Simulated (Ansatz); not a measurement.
# AlGa2: the cost of one run

The runs use Ansatz 0.2.0, Gaussian basis; cc-pVDZ, core rule «outside noble gas», up to 33 orbitals frozen.

The runs, in order: UHF; CCSD(T) on ROHF; CCSD(T) on UHF; BCCD(T) on ROHF; CISD as a restricted active space (open shells left free, so some higher excitations enter); CCSDT(Q) on ROHF; CCSDT(Q) on UHF; CCSDTQ on ROHF; CASSCF and MRCISD+Q, 8 electrons in 12 orbitals; CASSCF and NEVPT4(SD), 8 electrons in 12 orbitals; CASSCF and NEVPT2, 8 electrons in 12 orbitals.

10 further runs of the same task are left out: 5 that didn't finish, 5 set aside as unsound or not needed. Runs told in other sessions of the task aren't counted.

## Step 1: What is computed

The geometry is a PBE0/def2-TZVP stationary point (not a proven minimum) of the parent state, kept for this charge and spin. No spin-orbit coupling is included. The filled d shell of Ga may be among the frozen orbitals whatever the setting's name suggests.

3 atoms, charge 1, spin multiplicity 5.

Atoms are counted from 1 here; the program's logs count them from 0.

Bond lengths: Al1–Ga2 2.562 Å, Ga2–Ga3 2.562 Å. Angles: Al1–Ga2–Ga3 71.7°.

Geometry (Å):

```xyz
3
AlGa2
Al    0.00000    1.85191    0.94124
Ga    0.00000   -0.70747    1.05052
Ga    0.00000   -0.00918   -1.41476
```

## Step 2: UHF

File in.yaml:

```yaml
crystal:
  periodic: [false, false, false]
  atoms:
    - {symbol: Al, position_ang: [0.000000, 1.851914, 0.941240]}
    - {symbol: Ga, position_ang: [0.000000, -0.707474, 1.050515]}
    - {symbol: Ga, position_ang: [0.000000, -0.009183, -1.414758]}
basis:
  gaussian: {orbitals: cc-pVDZ}
total_charge: 1
magnetization: {spin_polarized: true, initial_magnetization: 4}
hamiltonian: {xc: hf}
output: {orbitals: {seedname: orbitals}}
```

The run is started by

```
> ansatz run in.yaml --threads 1 --pin off --events-out ev --progress --plain --max-ram 4096MiB --backend cpu
```

What time and memory should one allow on 1 thread of AMD EPYC 7R13, shared host?

About 15 s, with a peak of 0.28 GiB.
